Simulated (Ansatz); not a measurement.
# C₃H₇Br: one species, many methods

An exercise on one series of results from a longer session: the logs are not shown, and one member is left open.

Method: functionals in def2-TZVPP, the program's frozen cores in correlated methods; program: Ansatz 0.2.0, Gaussian basis.

The runs, in order: PBE-D4, r2SCAN-D4, PBE0-D4, B3LYP-D4, ωB97X-V, ωB97M-V, B2PLYP; CCSD(T)/def2-TZVPP; MP2/def2-QZVPP; extrapolation to the limit.

### The relaxed structure

The geometry comes from an earlier relaxation with PBE0-D4 in a triple-zeta def2 set; it is a stationary point, not always the lowest conformer.

SMILES `CCCBr`, 11 atoms, charge 0, spin multiplicity 1.

Atoms are counted from 1 here; the program's logs count them from 0.

Bond lengths: C1–C2 1.517 Å, C1–H5 1.092 Å, C1–H6 1.092 Å, C1–H7 1.094 Å, C2–C3 1.510 Å, C2–H8 1.094 Å, C2–H9 1.098 Å, C3–Br4 1.953 Å, C3–H10 1.089 Å, C3–H11 1.088 Å. Angles: C2–C1–H5 111.0°, C2–C1–H6 110.9°, C2–C1–H7 111.1°, H5–C1–H6 108.0°, H5–C1–H7 107.8°, H6–C1–H7 107.8°, C1–C2–C3 114.2°, C1–C2–H8 110.4°, C1–C2–H9 109.7°, C3–C2–H8 109.2°, C3–C2–H9 106.4°, H8–C2–H9 106.4°, C2–C3–Br4 112.5°, C2–C3–H10 112.1°, C2–C3–H11 112.1°, Br4–C3–H10 105.3°, Br4–C3–H11 105.0°, H10–C3–H11 109.4°.

The first run:

File in.yaml:

```yaml
crystal:
  periodic: [false, false, false]
  atoms:
    - {symbol: C, position_ang: [-0.555437, 1.176275, 0.174561]}
    - {symbol: C, position_ang: [-0.232669, -0.258165, 0.548295]}
    - {symbol: C, position_ang: [0.751167, -0.933434, -0.376504]}
    - {symbol: Br, position_ang: [0.042603, -1.165199, -2.181614]}
    - {symbol: H, position_ang: [-1.020539, 1.228902, -0.811631]}
    - {symbol: H, position_ang: [-1.242764, 1.621488, 0.896359]}
    - {symbol: H, position_ang: [0.349397, 1.789910, 0.151028]}
    - {symbol: H, position_ang: [-1.147995, -0.854825, 0.598770]}
    - {symbol: H, position_ang: [0.212572, -0.288175, 1.551030]}
    - {symbol: H, position_ang: [1.664459, -0.352301, -0.499484]}
    - {symbol: H, position_ang: [1.004606, -1.937375, -0.042709]}
basis:
  gaussian: {orbitals: def2-TZVPP}
hamiltonian: {xc: pbe, dispersion: d4}
output: {forces: true, orbitals: {seedname: orbitals}}
```

Steps of the session up to this table: PBE-D4 (GGA); r2SCAN-D4 (meta-GGA); PBE0-D4 (hybrid); B3LYP-D4 (hybrid); ωB97X-V (range-separated); ωB97M-V (range-separated); B2PLYP (double hybrid); CCSD(T) in def2-TZVPP; MP2 in def2-QZVPP.

One table of the session follows, with a row left open; its other results are not shown here.

```
            method  atomisation energy (kcal/mol)
            PBE-D4                          992.4
         r2SCAN-D4                          977.9
           PBE0-D4                          981.8
          B3LYP-D4                          974.9
           ωB97X-V                              ?
           ωB97M-V                          976.2
            B2PLYP                          965.7
     HF/def2-TZVPP                          735.2
    MP2/def2-TZVPP                          964.7
   CCSD/def2-TZVPP                          943.7
CCSD(T)/def2-TZVPP                          955.6
           MP2/CBS                          986.1
       CCSD(T)/CBS                          977.0
```

Q: Estimate the row for ωB97X-V from the others.

As computed: atomisation energy (kcal/mol): 975.6. In the column «atomisation energy (kcal/mol)» it lies between B3LYP-D4 (974.9) and ωB97M-V (976.2).
